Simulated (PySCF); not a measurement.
# WBr−: from the state search to spectroscopic constants

The task here is to estimate one member of a computed series from the others.

Method: W def2-TZVPPD with ECP60, Br def2-TZVPPD, scalar-relativistic core potentials; program: PySCF 2.14.0.

1 further run of the same task is left out (it didn't finish).

Set-up of the first run:

A driver script around PySCF takes these settings:

```yaml
atoms: W, Br
charge: -1
basis: W def2-TZVPPD with ECP60, Br def2-TZVPPD
Hamiltonian: scalar-relativistic core potentials
basis_functions: 116
electrons_treated: 50
masses_in_u: 183.9509, 78.9183
levels: PBE0, PBE, r²SCAN, PW91, M06-2X, r²SCAN0, PBEsol, LC-ωPBE, HF, MP2, SCS-MP2
grid: 80 radial by 434 angular points
occupations: held fixed by the projection of orbital angular momentum
dissociation_limit: W + Br−, each in its ground configuration
starting_distance_in_angstrom: 2.500
values_of_2S_to_try: 0, 2, 4, 6
```

On the command line:

```
OMP_NUM_THREADS=2 python dia.py task.json out
```

Steps of the session up to this table: The job; The PBE0 curve of the state that the search chose; Higher solutions at PBE0; PBE; r²SCAN; PW91 (GGA); M06-2X (hybrid meta-GGA); r²SCAN0; PBEsol (GGA); LC-ωPBE (range-separated hybrid); UHF (mean field).

One of the session's tables, all rows but one given; the rest of the session is left out.

Energy (eV) from each level's lowest point:

| R (Å) | UHF | UHF-MP2 | UHF-SCS-MP2 | PBE | PBEsol |
| --- | --- | --- | --- | --- | --- |
| 2.278 | 0.951 | 0.500 | 0.560 | 0.572 | 0.471 |
| 2.384 | 0.479 | 0.181 | 0.217 | 0.236 | 0.170 |
| 2.490 | 0.205 | 0.035 | 0.051 | 0.067 | 0.033 |
| 2.570 | ? | ? | ? | ? | ? |
| 2.649 | 0.025 | 0.008 | 0.000 | 0.000 | 0.007 |
| 2.728 | 0.000 | 0.045 | 0.027 | 0.017 | 0.041 |
| 2.834 | 0.007 | 0.123 | 0.093 | 0.068 | 0.114 |
| 2.967 | 0.054 | 0.243 | 0.202 | 0.159 | 0.226 |
| 3.126 | 0.137 | 0.396 | 0.343 | 0.282 | 0.372 |
| 3.338 | 0.257 | 0.587 | 0.523 | 0.446 | 0.559 |

Q: Estimate the row for R (Å) = 2.570 from the others.

Worked estimate for «UHF». A straight line through the neighbours (2.490, 0.205) and (2.649, 0.025) gives 0.205 + (0.025 − 0.205) × (2.570 − 2.490) / (2.649 − 2.490) = 0.114; a parabola fitted to 4 rows on both sides gives 0.084.

**Answer.** UHF: 0.088; UHF-MP2: 0.000; UHF-SCS-MP2: 0.003; PBE: 0.012; PBEsol: 0.000. In «UHF» the line misses by +0.026 and the parabola by -0.004.

Caveats from the session: The state is the lowest single determinant that the PBE0 search found; with open d or f shells the true ground state can be another one. At some levels the lowest empty orbital lies below the highest filled one (the two can be of opposite spin).
